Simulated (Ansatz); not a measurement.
# AlGaHF (triplet): wB97X-V, wB97M-V, B2PLYP, RPA-PBE over vertical spin and charge gaps and displaced geometries, cc-pVDZ, part 2 of 2

Ansatz 0.2.0, Gaussian basis; cc-pVDZ, all electrons in the functionals, frozen cores in the correlation of double hybrids and RPA. The steps go on from the part before.

**13. B2PLYP, charge 0, singlet**

Contents of in.yaml:

```yaml
crystal:
  periodic: [false, false, false]
  atoms:
    - {symbol: Al, position_ang: [0.000000, -0.281835, 2.028359]}
    - {symbol: Ga, position_ang: [0.000000, 0.366101, -0.374949]}
    - {symbol: F, position_ang: [0.000000, -1.038096, -1.449566]}
    - {symbol: H, position_ang: [0.000000, 1.786664, -1.038005]}
basis:
  gaussian: {orbitals: cc-pVDZ}
magnetization: {spin_polarized: true, initial_magnetization: 0}
hamiltonian: {xc: {name: B2PLYP}}
correlation: {electrons: outside_noble_gas}
```

Command:

```bash
> ansatz run in.yaml --threads 1 --pin off --events-out ev --progress --plain --max-ram 2393MiB
```

Standard output (excerpt; [...] marks lines left out):

```text
Functional definition: B2PLYP
  name "B2PLYP"
  cite "Grimme, J. Chem. Phys. 124, 034108 (2006) doi:10.1063/1.2148954"
  cite "Becke, Phys. Rev. A 38, 3098 (1988) doi:10.1103/PhysRevA.38.3098"
  cite "Lee, Yang & Parr, Phys. Rev. B 37, 785 (1988) doi:10.1103/PhysRevB.37.785"
[...]
681 factors; integrals over basis functions are off by at most 7.3e-4 eV
[...]
mean field -61687.73472659 eV, -2266.9824377540 hartree, gradient 2.5e-6 eV, S^2 0.242496; 8 other end points of the search recorded, 0 dependent functions left out
20 core orbitals not correlated, not the lowest: weight in the atoms' cores, before any rotation towards them, 0.965 or more for the frozen orbitals, at most 0.037 for the correlated occupied ones
reference -61687.73486485 eV, -2266.9824428348 hartree; 7, 7 occupied and 37, 37 virtual orbitals, 681 factors
second order -9.63384555 eV of doubles, -0.00000000 eV of singles
Total energy: -61690.33600315 eV, -2267.0780329042 hartree
```

Run time: 32 s. Hardware: 1 thread of Intel Xeon at 2.50GHz, shared host.

From the report: ⟨S²⟩ of the determinant 0.242 (pure singlet: 0.00).

From charge 0, triplet: -14.0 kcal/mol.

**14. B2PLYP, charge 0, quintet**

in.yaml, as its differences from that of step 13:

```diff
@@ -9,3 +9,3 @@
   gaussian: {orbitals: cc-pVDZ}
-magnetization: {spin_polarized: true, initial_magnetization: 0}
+magnetization: {spin_polarized: true, initial_magnetization: 4}
 hamiltonian: {xc: {name: B2PLYP}}
```

The command is unchanged.

Standard output (excerpt; [...] marks lines left out):

```text
Functional definition: B2PLYP
  name "B2PLYP"
  cite "Grimme, J. Chem. Phys. 124, 034108 (2006) doi:10.1063/1.2148954"
  cite "Becke, Phys. Rev. A 38, 3098 (1988) doi:10.1103/PhysRevA.38.3098"
  cite "Lee, Yang & Parr, Phys. Rev. B 37, 785 (1988) doi:10.1103/PhysRevB.37.785"
[...]
681 factors; integrals over basis functions are off by at most 7.3e-4 eV
[...]
mean field -61683.31732774 eV, -2266.8201013402 hartree, gradient 7.2e-6 eV, S^2 6.008936; 0 other end points of the search recorded, 0 dependent functions left out
20 core orbitals not correlated, not the lowest: weight in the atoms' cores, before any rotation towards them, 0.954 or more for the frozen orbitals, at most 0.044 for the correlated occupied ones
reference -61683.31746406 eV, -2266.8201063501 hartree; 9, 5 occupied and 35, 39 virtual orbitals, 681 factors
second order -8.90522722 eV of doubles, -0.00000000 eV of singles
Total energy: -61685.72187541 eV, -2266.9084668375 hartree
```

It took 8.5 s on 1 thread of Intel Xeon at 2.50GHz, shared host.

From the report: ⟨S²⟩ of the determinant 6.009 (pure quintet: 6.00).

From charge 0, triplet: +92.4 kcal/mol.

**15. B2PLYP, charge 1, doublet**

in.yaml, as its differences from that of step 14:

```diff
@@ -9,3 +9,4 @@
   gaussian: {orbitals: cc-pVDZ}
-magnetization: {spin_polarized: true, initial_magnetization: 4}
+total_charge: 1
+magnetization: {spin_polarized: true, initial_magnetization: 1}
 hamiltonian: {xc: {name: B2PLYP}}
```

Launched as before.

Standard output (excerpt; [...] marks lines left out):

```text
Functional definition: B2PLYP
  name "B2PLYP"
  cite "Grimme, J. Chem. Phys. 124, 034108 (2006) doi:10.1063/1.2148954"
  cite "Becke, Phys. Rev. A 38, 3098 (1988) doi:10.1103/PhysRevA.38.3098"
  cite "Lee, Yang & Parr, Phys. Rev. B 37, 785 (1988) doi:10.1103/PhysRevB.37.785"
[...]
679 factors; integrals over basis functions are off by at most 7.5e-4 eV
[...]
mean field -61680.57566474 eV, -2266.7193470834 hartree, gradient 1.2e-6 eV, S^2 0.765718; 0 other end points of the search recorded, 0 dependent functions left out
20 core orbitals not correlated, not the lowest: weight in the atoms' cores, before any rotation towards them, 0.949 or more for the frozen orbitals, at most 0.050 for the correlated occupied ones
reference -61680.57580876 eV, -2266.7193523760 hartree; 7, 6 occupied and 37, 38 virtual orbitals, 679 factors
second order -9.20299218 eV of doubles, -0.00000000 eV of singles
Total energy: -61683.06061665 eV, -2266.8106673817 hartree
```

Wall time 10 s (1 thread of Intel Xeon at 2.50GHz, shared host).

From the report: ⟨S²⟩ of the determinant 0.766 (pure doublet: 0.75).

From charge 0, triplet: +153.8 kcal/mol.

**16. B2PLYP, charge 1, quartet**

in.yaml, as its differences from that of step 15:

```diff
@@ -10,3 +10,3 @@
 total_charge: 1
-magnetization: {spin_polarized: true, initial_magnetization: 1}
+magnetization: {spin_polarized: true, initial_magnetization: 3}
 hamiltonian: {xc: {name: B2PLYP}}
```

Launched as before.

Standard output (excerpt; [...] marks lines left out):

```text
Functional definition: B2PLYP
  name "B2PLYP"
  cite "Grimme, J. Chem. Phys. 124, 034108 (2006) doi:10.1063/1.2148954"
  cite "Becke, Phys. Rev. A 38, 3098 (1988) doi:10.1103/PhysRevA.38.3098"
  cite "Lee, Yang & Parr, Phys. Rev. B 37, 785 (1988) doi:10.1103/PhysRevB.37.785"
[...]
679 factors; integrals over basis functions are off by at most 7.5e-4 eV
[...]
mean field -61676.67327269 eV, -2266.5759368207 hartree, gradient 8.8e-6 eV, S^2 3.766974; 2 other end points of the search recorded, 0 dependent functions left out
20 core orbitals not correlated, not the lowest: weight in the atoms' cores, before any rotation towards them, 0.945 or more for the frozen orbitals, at most 0.051 for the correlated occupied ones
reference -61676.67341401 eV, -2266.5759420140 hartree; 8, 5 occupied and 36, 39 virtual orbitals, 679 factors
second order -8.95117582 eV of doubles, -0.00000000 eV of singles
Total energy: -61679.09023148 eV, -2266.6647584178 hartree
```

Run time: 13 s. Hardware: 1 thread of Intel Xeon at 2.50GHz, shared host.

From the report: ⟨S²⟩ of the determinant 3.767 (pure quartet: 3.75).

From charge 0, triplet: +245.3 kcal/mol.

**17. B2PLYP, displaced geometry v1**

Contents of in.yaml:

```yaml
crystal:
  periodic: [false, false, false]
  atoms:
    - {symbol: Al, position_ang: [-0.006694, -0.279049, 2.043981]}
    - {symbol: Ga, position_ang: [-0.007527, 0.352745, -0.370480]}
    - {symbol: F, position_ang: [0.040437, -0.992142, -1.487710]}
    - {symbol: H, position_ang: [-0.062340, 1.769804, -1.046347]}
basis:
  gaussian: {orbitals: cc-pVDZ}
magnetization: {spin_polarized: true, initial_magnetization: 2}
hamiltonian: {xc: {name: B2PLYP}}
correlation: {electrons: outside_noble_gas}
```

Launched as before.

Standard output (excerpt; [...] marks lines left out):

```text
Functional definition: B2PLYP
  name "B2PLYP"
  cite "Grimme, J. Chem. Phys. 124, 034108 (2006) doi:10.1063/1.2148954"
  cite "Becke, Phys. Rev. A 38, 3098 (1988) doi:10.1103/PhysRevA.38.3098"
  cite "Lee, Yang & Parr, Phys. Rev. B 37, 785 (1988) doi:10.1103/PhysRevB.37.785"
[...]
681 factors; integrals over basis functions are off by at most 7.4e-4 eV
[...]
mean field -61687.15362084 eV, -2266.9610825112 hartree, gradient 3.9e-6 eV, S^2 2.009528; 2 other end points of the search recorded, 0 dependent functions left out
20 core orbitals not correlated, not the lowest: weight in the atoms' cores, before any rotation towards them, 0.955 or more for the frozen orbitals, at most 0.044 for the correlated occupied ones
reference -61687.15375879 eV, -2266.9610875810 hartree; 8, 6 occupied and 36, 38 virtual orbitals, 681 factors
second order -9.48663395 eV of doubles, -0.00000000 eV of singles
Total energy: -61689.71514996 eV, -2267.0552169702 hartree
```

Wall time 12 s (1 thread of Intel Xeon at 2.50GHz, shared host).

From the report: ⟨S²⟩ of the determinant 2.010 (pure triplet: 2.00).

From charge 0, triplet: +0.3 kcal/mol.

**18. B2PLYP, displaced geometry v2**

Contents of in.yaml:

```yaml
crystal:
  periodic: [false, false, false]
  atoms:
    - {symbol: Al, position_ang: [0.112906, -0.282238, 2.020691]}
    - {symbol: Ga, position_ang: [-0.051968, 0.374072, -0.371024]}
    - {symbol: F, position_ang: [0.024652, -1.062549, -1.453821]}
    - {symbol: H, position_ang: [0.107761, 1.706942, -1.024046]}
basis:
  gaussian: {orbitals: cc-pVDZ}
magnetization: {spin_polarized: true, initial_magnetization: 2}
hamiltonian: {xc: {name: B2PLYP}}
correlation: {electrons: outside_noble_gas}
```

The command is unchanged.

Standard output (excerpt; [...] marks lines left out):

```text
Functional definition: B2PLYP
  name "B2PLYP"
  cite "Grimme, J. Chem. Phys. 124, 034108 (2006) doi:10.1063/1.2148954"
  cite "Becke, Phys. Rev. A 38, 3098 (1988) doi:10.1103/PhysRevA.38.3098"
  cite "Lee, Yang & Parr, Phys. Rev. B 37, 785 (1988) doi:10.1103/PhysRevB.37.785"
[...]
681 factors; integrals over basis functions are off by at most 6.4e-4 eV
[...]
mean field -61687.08656305 eV, -2266.9586181829 hartree, gradient 5.6e-6 eV, S^2 2.009136; 2 other end points of the search recorded, 0 dependent functions left out
20 core orbitals not correlated, not the lowest: weight in the atoms' cores, before any rotation towards them, 0.963 or more for the frozen orbitals, at most 0.037 for the correlated occupied ones
reference -61687.08670142 eV, -2266.9586232681 hartree; 8, 6 occupied and 36, 38 virtual orbitals, 681 factors
second order -9.51682700 eV of doubles, -0.00000000 eV of singles
Total energy: -61689.65624471 eV, -2267.0530522423 hartree
```

Wall time 15 s (1 thread of Intel Xeon at 2.50GHz, shared host).

From the report: ⟨S²⟩ of the determinant 2.009 (pure triplet: 2.00).

From charge 0, triplet: +1.7 kcal/mol.

**19. RPA-PBE, charge 0, triplet**

Contents of in.yaml:

```yaml
crystal:
  periodic: [false, false, false]
  atoms:
    - {symbol: Al, position_ang: [0.000000, -0.281835, 2.028359]}
    - {symbol: Ga, position_ang: [0.000000, 0.366101, -0.374949]}
    - {symbol: F, position_ang: [0.000000, -1.038096, -1.449566]}
    - {symbol: H, position_ang: [0.000000, 1.786664, -1.038005]}
basis:
  gaussian: {orbitals: cc-pVDZ}
magnetization: {spin_polarized: true, initial_magnetization: 2}
hamiltonian: {xc: {name: PBE}}
correlation: {method: rpa, electrons: outside_noble_gas}
```

Same command.

Standard output (excerpt; [...] marks lines left out):

```text
Functional definition: PBE
  name "PBE"
  cite "Perdew, Burke & Ernzerhof, Phys. Rev. Lett. 77, 3865 (1996) doi:10.1103/PhysRevLett.77.3865"
  parent pbe
[...]
681 factors; integrals over basis functions are off by at most 7.3e-4 eV
[...]
mean field -61692.10636890 eV, -2267.1430926454 hartree, gradient 9.4e-7 eV, S^2 2.003025; 6 other end points of the search recorded, 0 dependent functions left out
20 core orbitals not correlated, not the lowest: weight in the atoms' cores, before any rotation towards them, 0.958 or more for the frozen orbitals, at most 0.036 for the correlated occupied ones
reference -61636.50148878 eV, -2265.0996509912 hartree; 8, 6 occupied and 36, 38 virtual orbitals, 681 factors
Total energy: -61649.67398286 eV, -2265.5837312204 hartree
```

Wall time 20 s (1 thread of Intel Xeon at 2.50GHz, shared host).

From the report: ⟨S²⟩ of the determinant 2.003 (pure triplet: 2.00).

**20. RPA-PBE, charge 0, singlet**

in.yaml, as its differences from that of step 19:

```diff
@@ -9,3 +9,3 @@
   gaussian: {orbitals: cc-pVDZ}
-magnetization: {spin_polarized: true, initial_magnetization: 2}
+magnetization: {spin_polarized: true, initial_magnetization: 0}
 hamiltonian: {xc: {name: PBE}}
```

Launched as before.

Standard output (excerpt; [...] marks lines left out):

```text
Functional definition: PBE
  name "PBE"
  cite "Perdew, Burke & Ernzerhof, Phys. Rev. Lett. 77, 3865 (1996) doi:10.1103/PhysRevLett.77.3865"
  parent pbe
[...]
681 factors; integrals over basis functions are off by at most 7.3e-4 eV
[...]
mean field -61692.58426337 eV, -2267.1606549435 hartree, gradient 3.7e-6 eV, S^2 0.131185; 10 other end points of the search recorded, 0 dependent functions left out
20 core orbitals not correlated, not the lowest: weight in the atoms' cores, before any rotation towards them, 0.965 or more for the frozen orbitals, at most 0.033 for the correlated occupied ones
reference -61636.87223016 eV, -2265.1132754857 hartree; 7, 7 occupied and 37, 37 virtual orbitals, 681 factors
Total energy: -61650.29419909 eV, -2265.6065237463 hartree
```

Run time: 34 s. Hardware: 1 thread of Intel Xeon at 2.50GHz, shared host.

From the report: ⟨S²⟩ of the determinant 0.131 (pure singlet: 0.00).

From charge 0, triplet: -14.3 kcal/mol.

**21. RPA-PBE, charge 0, quintet**

in.yaml, as its differences from that of step 20:

```diff
@@ -9,3 +9,3 @@
   gaussian: {orbitals: cc-pVDZ}
-magnetization: {spin_polarized: true, initial_magnetization: 0}
+magnetization: {spin_polarized: true, initial_magnetization: 4}
 hamiltonian: {xc: {name: PBE}}
```

The command is unchanged.

Standard output (excerpt; [...] marks lines left out):

```text
Functional definition: PBE
  name "PBE"
  cite "Perdew, Burke & Ernzerhof, Phys. Rev. Lett. 77, 3865 (1996) doi:10.1103/PhysRevLett.77.3865"
  parent pbe
[...]
681 factors; integrals over basis functions are off by at most 7.3e-4 eV
[...]
mean field -61688.40132362 eV, -2267.0069347428 hartree, gradient 3.0e-6 eV, S^2 6.002698; 6 other end points of the search recorded, 0 dependent functions left out
20 core orbitals not correlated, not the lowest: weight in the atoms' cores, before any rotation towards them, 0.957 or more for the frozen orbitals, at most 0.035 for the correlated occupied ones
reference -61633.08191963 eV, -2264.9739841430 hartree; 9, 5 occupied and 35, 39 virtual orbitals, 681 factors
Total energy: -61645.94695364 eV, -2265.4467654227 hartree
```

Wall time 23 s (1 thread of Intel Xeon at 2.50GHz, shared host).

From the report: ⟨S²⟩ of the determinant 6.003 (pure quintet: 6.00).

From charge 0, triplet: +85.9 kcal/mol.

**22. RPA-PBE, charge 1, doublet**

in.yaml, as its differences from that of step 21:

```diff
@@ -9,3 +9,4 @@
   gaussian: {orbitals: cc-pVDZ}
-magnetization: {spin_polarized: true, initial_magnetization: 4}
+total_charge: 1
+magnetization: {spin_polarized: true, initial_magnetization: 1}
 hamiltonian: {xc: {name: PBE}}
```

Same command.

Standard output (excerpt; [...] marks lines left out):

```text
Functional definition: PBE
  name "PBE"
  cite "Perdew, Burke & Ernzerhof, Phys. Rev. Lett. 77, 3865 (1996) doi:10.1103/PhysRevLett.77.3865"
  parent pbe
[...]
679 factors; integrals over basis functions are off by at most 7.5e-4 eV
[...]
mean field -61685.27310981 eV, -2266.8919750058 hartree, gradient 8.1e-6 eV, S^2 0.754768; 0 other end points of the search recorded, 0 dependent functions left out
20 core orbitals not correlated, not the lowest: weight in the atoms' cores, before any rotation towards them, 0.954 or more for the frozen orbitals, at most 0.042 for the correlated occupied ones
reference -61630.06982576 eV, -2264.8632917349 hartree; 7, 6 occupied and 37, 38 virtual orbitals, 679 factors
Total energy: -61642.84152792 eV, -2265.3326431325 hartree
```

It took 7 s on 1 thread of Intel Xeon at 2.50GHz, shared host.

From the report: ⟨S²⟩ of the determinant 0.755 (pure doublet: 0.75).

From charge 0, triplet: +157.6 kcal/mol.

**23. RPA-PBE, charge 1, quartet**

in.yaml, as its differences from that of step 22:

```diff
@@ -10,3 +10,3 @@
 total_charge: 1
-magnetization: {spin_polarized: true, initial_magnetization: 1}
+magnetization: {spin_polarized: true, initial_magnetization: 3}
 hamiltonian: {xc: {name: PBE}}
```

The command is unchanged.

Standard output (excerpt; [...] marks lines left out):

```text
Functional definition: PBE
  name "PBE"
  cite "Perdew, Burke & Ernzerhof, Phys. Rev. Lett. 77, 3865 (1996) doi:10.1103/PhysRevLett.77.3865"
  parent pbe
[...]
679 factors; integrals over basis functions are off by at most 7.5e-4 eV
[...]
mean field -61681.73292228 eV, -2266.7618755136 hartree, gradient 2.3e-6 eV, S^2 3.753645; 10 other end points of the search recorded, 0 dependent functions left out
20 core orbitals not correlated, not the lowest: weight in the atoms' cores, before any rotation towards them, 0.955 or more for the frozen orbitals, at most 0.037 for the correlated occupied ones
reference -61626.16676119 eV, -2264.7198567576 hartree; 8, 5 occupied and 36, 39 virtual orbitals, 679 factors
Total energy: -61639.20254490 eV, -2265.1989129730 hartree
```

Wall time 28 s (1 thread of Intel Xeon at 2.50GHz, shared host).

From the report: ⟨S²⟩ of the determinant 3.754 (pure quartet: 3.75).

From charge 0, triplet: +241.5 kcal/mol.

**24. RPA-PBE, displaced geometry v1**

Contents of in.yaml:

```yaml
crystal:
  periodic: [false, false, false]
  atoms:
    - {symbol: Al, position_ang: [-0.006694, -0.279049, 2.043981]}
    - {symbol: Ga, position_ang: [-0.007527, 0.352745, -0.370480]}
    - {symbol: F, position_ang: [0.040437, -0.992142, -1.487710]}
    - {symbol: H, position_ang: [-0.062340, 1.769804, -1.046347]}
basis:
  gaussian: {orbitals: cc-pVDZ}
magnetization: {spin_polarized: true, initial_magnetization: 2}
hamiltonian: {xc: {name: PBE}}
correlation: {method: rpa, electrons: outside_noble_gas}
```

The command is unchanged.

Standard output (excerpt; [...] marks lines left out):

```text
Functional definition: PBE
  name "PBE"
  cite "Perdew, Burke & Ernzerhof, Phys. Rev. Lett. 77, 3865 (1996) doi:10.1103/PhysRevLett.77.3865"
  parent pbe
[...]
681 factors; integrals over basis functions are off by at most 7.4e-4 eV
[...]
mean field -61692.08616123 eV, -2267.1423500273 hartree, gradient 1.7e-6 eV, S^2 2.003054; 5 other end points of the search recorded, 0 dependent functions left out
20 core orbitals not correlated, not the lowest: weight in the atoms' cores, before any rotation towards them, 0.955 or more for the frozen orbitals, at most 0.038 for the correlated occupied ones
reference -61636.50513098 eV, -2265.0997848397 hartree; 8, 6 occupied and 36, 38 virtual orbitals, 681 factors
Total energy: -61649.65674247 eV, -2265.5830976476 hartree
```

Run time: 16 s. Hardware: 1 thread of Intel Xeon at 2.50GHz, shared host.

From the report: ⟨S²⟩ of the determinant 2.003 (pure triplet: 2.00).

From charge 0, triplet: +0.4 kcal/mol.

**25. RPA-PBE, displaced geometry v2**

Contents of in.yaml:

```yaml
crystal:
  periodic: [false, false, false]
  atoms:
    - {symbol: Al, position_ang: [0.112906, -0.282238, 2.020691]}
    - {symbol: Ga, position_ang: [-0.051968, 0.374072, -0.371024]}
    - {symbol: F, position_ang: [0.024652, -1.062549, -1.453821]}
    - {symbol: H, position_ang: [0.107761, 1.706942, -1.024046]}
basis:
  gaussian: {orbitals: cc-pVDZ}
magnetization: {spin_polarized: true, initial_magnetization: 2}
hamiltonian: {xc: {name: PBE}}
correlation: {method: rpa, electrons: outside_noble_gas}
```

The command is unchanged.

Standard output (excerpt; [...] marks lines left out):

```text
Functional definition: PBE
  name "PBE"
  cite "Perdew, Burke & Ernzerhof, Phys. Rev. Lett. 77, 3865 (1996) doi:10.1103/PhysRevLett.77.3865"
  parent pbe
[...]
681 factors; integrals over basis functions are off by at most 6.4e-4 eV
[...]
mean field -61692.03898389 eV, -2267.1406162922 hartree, gradient 5.8e-6 eV, S^2 2.002958; 5 other end points of the search recorded, 0 dependent functions left out
20 core orbitals not correlated, not the lowest: weight in the atoms' cores, before any rotation towards them, 0.964 or more for the frozen orbitals, at most 0.032 for the correlated occupied ones
reference -61636.40542639 eV, -2265.0961207637 hartree; 8, 6 occupied and 36, 38 virtual orbitals, 681 factors
Total energy: -61649.58919632 eV, -2265.5806153725 hartree
```

Wall time 18 s (1 thread of Intel Xeon at 2.50GHz, shared host).

From the report: ⟨S²⟩ of the determinant 2.003 (pure triplet: 2.00).

From charge 0, triplet: +2.0 kcal/mol.

**26. The comparison**

The yardstick is UCCSDT(Q), where the cluster series has nearly closed. It comes from earlier runs at the same points. Energies in kcal/mol, counted from charge 0, triplet; blanks weren't run or aren't comparable.

```tsv
level	triplet to singlet	triplet to quintet	ionisation to the doublet cation	ionisation to the quartet cation	displacement v1	displacement v2
UCCSDT(Q)	-13.5	85.0	155.3	244.2	0.3	2.0
wB97X-V	-17.8		154.0			
wB97M-V	-19.7	97.6	151.7	250.9	0.3	1.5
B2PLYP	-14.0	92.4	153.8	245.3	0.3	1.7
RPA-PBE	-14.3	85.9	157.6	241.5	0.4	2.0
```

Largest miss and mean time a point (UCCSDT(Q) took 5.1 min a point; shared hosts):

```tsv
level	largest miss (kcal/mol)	where	time a point
wB97X-V	-4.3	triplet to singlet	31 s
wB97M-V	+12.7	triplet to quintet	34 s
B2PLYP	+7.4	triplet to quintet	14 s
RPA-PBE	-2.7	ionisation to the quartet cation	21 s
```

**27. Outcome**

This closing draws on all 2 parts.

| quantity | value |
| --- | --- |
| triplet to singlet, UCCSDT(Q) | -13.5 kcal/mol |
| triplet to quintet, UCCSDT(Q) | 85.0 kcal/mol |
| ionisation to the doublet cation, UCCSDT(Q) | 155.3 kcal/mol |
| ionisation to the quartet cation, UCCSDT(Q) | 244.2 kcal/mol |
| displacement v1, UCCSDT(Q) | 0.3 kcal/mol |
| displacement v2, UCCSDT(Q) | 2.0 kcal/mol |
| largest miss, wB97X-V | -4.3 kcal/mol (triplet to singlet) |
| largest miss, wB97M-V | +12.7 kcal/mol (triplet to quintet) |
| largest miss, B2PLYP | +7.4 kcal/mol (triplet to quintet) |
| largest miss, RPA-PBE | -2.7 kcal/mol (ionisation to the quartet cation) |

Misses are known at 6 of 6 points at best, and only functionals with that many are ranked. Of the functionals, RPA-PBE keep the smallest largest miss at the points compared (at most 2.7 kcal/mol) and wB97M-V strays most (12.7 kcal/mol, at triplet to quintet). Functionals and the yardstick converge differently with the basis, so part of each miss in cc-pVDZ is the basis.
